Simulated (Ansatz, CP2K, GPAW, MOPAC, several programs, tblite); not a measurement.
# CaSn2Se3: cheap methods against density-functional theory

Aim: run CaSn2Se3 through methods of unlike cost and see what each gets, and at what price.

Computed with MOPAC, tblite, CP2K, Ansatz (versions at each run) (no spin polarisation, static lattice; gaps from single points on the cell relaxed beforehand with r²SCAN, unless a step's input says otherwise).

## 1. Starting point

The structure is tetragonal, space group I4/mmm (No. 139). Conventional cell: a = 4.241 Å, b = 4.241 Å, c = 18.068 Å, α = 90.00°, β = 90.00°, γ = 90.00°. Sn (site symmetry 4mm) has 6 Se at 2.99 to 3.07 Å in its first shell of neighbours. Around Se (site symmetry 4mm) lie 1 Ca at 2.98 Å and 5 Sn at 3.00 to 3.07 Å. Around Se (site symmetry 4/mmm) lie 2 Sn at 2.99 Å and 4 Ca at 3.00 Å. Ca (site symmetry 4/mmm) has 6 Se at 2.98 to 3.00 Å in its first shell of neighbours.

Coordinates:

```cif
data_structure
_symmetry_space_group_name_H-M 'I4/mmm'
_symmetry_Int_Tables_number 139
_cell_length_a 4.2405
_cell_length_b 4.2405
_cell_length_c 18.0676
_cell_angle_alpha 90.000
_cell_angle_beta 90.000
_cell_angle_gamma 90.000
_cell_volume 324.89
loop_
_atom_site_label
_atom_site_type_symbol
_atom_site_symmetry_multiplicity
_atom_site_Wyckoff_symbol
_atom_site_fract_x
_atom_site_fract_y
_atom_site_fract_z
_atom_site_occupancy
Sn1 Sn 4 e 0.50000 0.50000 0.33460 1
Se1 Se 4 e 0.50000 0.50000 0.16473 1
Se2 Se 2 a 0.00000 0.00000 0.00000 1
Ca1 Ca 2 b 0.50000 0.50000 0.00000 1
```

The structure type (ordered alloy on rocksalt lattice) is imposed and need not be the compound's stable one.

**Question.** The methods are PM6, PM7, GFN1-xTB (tblite), GFN2-xTB (tblite), PBE/DZVP, PBE/SZV, coarse PBE, PBE, r2SCAN. What gap does r2SCAN give on this cell, and which other methods (full PBE left aside) come nearest to r2SCAN and farthest in gap, volume and bulk modulus?

```
                                               quantity                                                     value
                                                 r2SCAN                     gap 0.32 eV, 27.07 Å³/atom, B₀ 52 GPa
         gap: nearest and farthest of the other methods  PBE/DZVP, coarse PBE (about 0.09 eV off); PM7 (+3.56 eV)
      volume: nearest and farthest of the other methods                    coarse PBE (+2.3 %), PBE/SZV (+11.4 %)
bulk modulus: nearest and farthest of the other methods           PBE/DZVP, PBE/SZV (about 7 % off); PM7 (+119 %)
```

In words: For the gap (full PBE left aside), PBE/DZVP, coarse PBE tie for nearest to r2SCAN; PM7 is farthest. Among the 4 methods compared for the volume (full PBE left aside), coarse PBE is nearest to r2SCAN and PBE/SZV farthest. For the bulk modulus (full PBE left aside), PBE/DZVP, PBE/SZV tie for nearest to r2SCAN; PM7 is farthest. A minimal basis or a coarse cutoff and mesh shifts results by its own error, so closeness to r2SCAN can be chance. Cluster runs see only the k-points that fold onto the zone centre, so their gaps can miss the band edges. No volume is given for PM6, GFN1-xTB (tblite), GFN2-xTB (tblite), which can hide a larger miss. CPU times run from 1.5 s (PM7) to 1.8 min (PBE/DZVP). On this cell PBE/DZVP cost more than r2SCAN itself (56 s), so it is no saving here. r2SCAN is a yardstick, not the truth: it usually gives gaps below the measured ones. Spin-orbit coupling is left out throughout, and with elements this heavy it can close so small a gap.
